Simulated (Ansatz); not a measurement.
## BH5SSeSi, SMILES SB[SiH2][SeH]: a single point from an input written key by key, step by step

With the Python package of Ansatz (0.2.0).

Interactive session:
```pycon
>>> import ansatz as az
>>> DECK = """
... crystal:
...   periodic: [false, false, false]
...   atoms:
...     - { symbol: S, position_ang: [-1.8283, 1.1297, 0.1906] }
...     - { symbol: B, position_ang: [-0.3493, 0.727, -0.8202] }
...     - { symbol: Si, position_ang: [0.9394, -0.4844, -0.0944] }
...     - { symbol: Se, position_ang: [0.0686, -2.4923, 0.3349] }
...     - { symbol: H, position_ang: [-1.224, 2.2592, 0.7649] }
...     - { symbol: H, position_ang: [-0.1827, 1.2129, -1.8929] }
...     - { symbol: H, position_ang: [1.5281, 0.0743, 1.1765] }
...     - { symbol: H, position_ang: [2.1075, -0.6455, -1.0505] }
...     - { symbol: H, position_ang: [-0.9709, -1.8273, 1.374] }
... basis:
...   gaussian: { orbitals: def2-SVP }
... hamiltonian:
...   xc: b3lyp
... """
>>> session = az.Session.from_yaml(DECK)
>>> report = session.plan(threads=1).execute().report

>>> print("reference energy %16.6f eV" % report["reference_energy_ev"])
reference energy    -84807.803340 eV
>>> print("total energy     %16.6f eV" % report["free_energy_ev"])
total energy        -84807.803340 eV
>>> print("occupied orbitals outside the frozen core (up, down):", report["n_occupied"], " frozen:", report["n_frozen"], " virtual:", report["n_virtual"])
occupied orbitals outside the frozen core (up, down): [37, 37]  frozen: 0  virtual: [70, 70]
>>> symbols = ["S", "B", "Si", "Se", "H", "H", "H", "H", "H"]
```

Reading the output:
- Total energies depend on the basis set; only differences at equal settings carry meaning.
- The geometry is a force-field or estimated start, not a minimum of this method, and the basis set is short of its limit.
- b3lyp holds the VWN-RPA fit, as in Gaussian; the form of ORCA and Turbomole is b3lyp5.
- The whole script took 7.8 s on 1 thread of Arm Neoverse N1 (shared host), peak memory 0.27 GiB.

(Lines on the test bed's own set-up are left out of the output.)
